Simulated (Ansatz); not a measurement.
From input file to script: C₂H₄Br, SMILES C[CH]Br in Ansatz 0.2.0.

```yaml
crystal:
  periodic: [false, false, false]
  atoms:
    - { symbol: C, position_ang: [-0.6496, -0.1853, 0.0548] }
    - { symbol: C, position_ang: [0.6504, 0.3341, -0.5342] }
    - { symbol: Br, position_ang: [2.1601, -0.6291, 0.2048] }
    - { symbol: H, position_ang: [-0.6541, -0.0434, 1.1562] }
    - { symbol: H, position_ang: [-1.5028, 0.3707, -0.3863] }
    - { symbol: H, position_ang: [-0.7647, -1.2641, -0.1799] }
    - { symbol: H, position_ang: [0.7607, 1.4171, -0.3154] }
basis:
  gaussian: { orbitals: cc-pVDZ }
magnetization:
  spin_polarized: true
  initial_magnetization: 1.0
correlation:
  method: mp2
```

Launched from the shell:
```console
$ ansatz run input.yaml --threads 1 --pin off --max-ram 4096MiB --backend cpu --events-out ev --progress --plain --runs-dir out
Engine: ansatz 0.2.0, aarch64-unknown-linux-gnu
Functional definition: HF
  exchange = exact_x
  correlation = 0
750 factors; integrals over basis functions are off by at most 1.4e-3 eV
mean field evaluation 1: about -72119.3758 eV, gradient 1.4e1 eV
mean field evaluation 2: about -72119.4409 eV, gradient 1.4e1 eV
mean field evaluation 4: about -72121.0441 eV, gradient 2.2e0 eV
mean field evaluation 8: about -72121.1262 eV, gradient 2.1e-1 eV
mean field -72121.12773052 eV, -2650.4025586404 hartree, gradient 1.4e-6 eV, S^2 0.762443; 0 other end points of the search recorded, 0 dependent functions left out
11 core orbitals not correlated: weight in the atoms' cores, before any rotation towards them, 1.000 or more for the frozen orbitals, at most 0.000 for the correlated occupied ones
reference -72121.12773052 eV, -2650.4025586404 hartree; 15, 14 occupied and 49, 50 virtual orbitals, 750 factors
second order -10.65613822 eV of doubles, -0.00000000 eV of singles
Total energy: -72131.78386874 eV, -2650.7941644971 hartree
```

`energy_c2h4br.py`
```python
# -*- coding: utf-8 -*-
"""Single point of C2H4Br."""

import json
import sys
import warnings

import ansatz as az
from ase import Atoms

SETTINGS = {
    "basis_set": "cc-pVDZ",
    "method": "MP2",
}


def main():
    warnings.simplefilter("ignore", az.DeckWarning)

    atoms = Atoms(["C", "C", "Br", "H", "H", "H", "H"], positions=[
        [-0.6496, -0.1853, 0.0548],
        [0.6504, 0.3341, -0.5342],
        [2.1601, -0.6291, 0.2048],
        [-0.6541, -0.0434, 1.1562],
        [-1.5028, 0.3707, -0.3863],
        [-0.7647, -1.2641, -0.1799],
        [0.7607, 1.4171, -0.3154],
    ])
    system = az.Crystal.molecule_from_ase(atoms)

    model = (
        system.calculation()
        .basis(gaussian=SETTINGS["basis_set"])
        .correlation(SETTINGS["method"])
        .spin("collinear", total=1)
    )
    try:
        report = model.run(threads=1).report
    except az.AnsatzError as error:
        sys.exit(f"{type(error).__name__}: {error}")

    print(f"E = {report['free_energy_ev']:.6f} eV = {report['free_energy_ev'] / 27.211386246:.7f} Ha")
    print("converged:", report["converged"], " doubts:", report["published_state_doubts"] or "none")

    print("correlation energy", round(report["free_energy_ev"] - report["reference_energy_ev"], 5), "eV")
    cluster = report["correlation"].get("coupled_cluster")
    if cluster:
        print("cycles", cluster["cycles"], " T1 diagnostic", round(cluster["t1_diagnostic"], 4), " largest double", round(cluster["largest_double"], 4))

    field = report["mean_field"]
    print("<S^2> =", round(abs(field["state"]["spin_squared"]), 4), " all-electron relativity setting:", field["relativity"])
    print("passes:", field["passes"])
    if "symmetry" in field:
        print("occupied orbitals by irrep:", field["symmetry"]["occupied"])
    with open("c2h4br.json", "w") as handle:
        json.dump({k: report[k] for k in ("free_energy_ev", "reference_energy_ev", "n_occupied", "n_virtual")}, handle, indent=1)


if __name__ == "__main__":
    main()
```

Running `python energy_c2h4br.py` prints:
```text
E = -72131.783869 eV = -2650.7941645 Ha
converged: True  doubts: none
correlation energy -10.65614 eV
<S^2> = 0.7624  all-electron relativity setting: none
passes: {'evaluations': 13, 'products': 38}
occupied orbitals by irrep: [{'A': 26}, {'A': 25}]
```

Caveats:
- Total energies depend on the basis set; only differences at equal settings carry meaning.
- The geometry is a force-field or estimated start, not a minimum of this method, and the basis set is short of its limit.
- The run takes the species as open-shell (spin multiplicity 2), which needn't be its ground state.
- Inner cores stay frozen; a filled d shell under the valence of the heavier atoms is correlated with it.
- S² is that of the Hartree-Fock reference.
- Wall time of the script: 2 s on 1 thread of Arm Neoverse V2 (shared host), peak memory 0.23 GiB.

(Lines on the test bed's own set-up are left out of the output.)
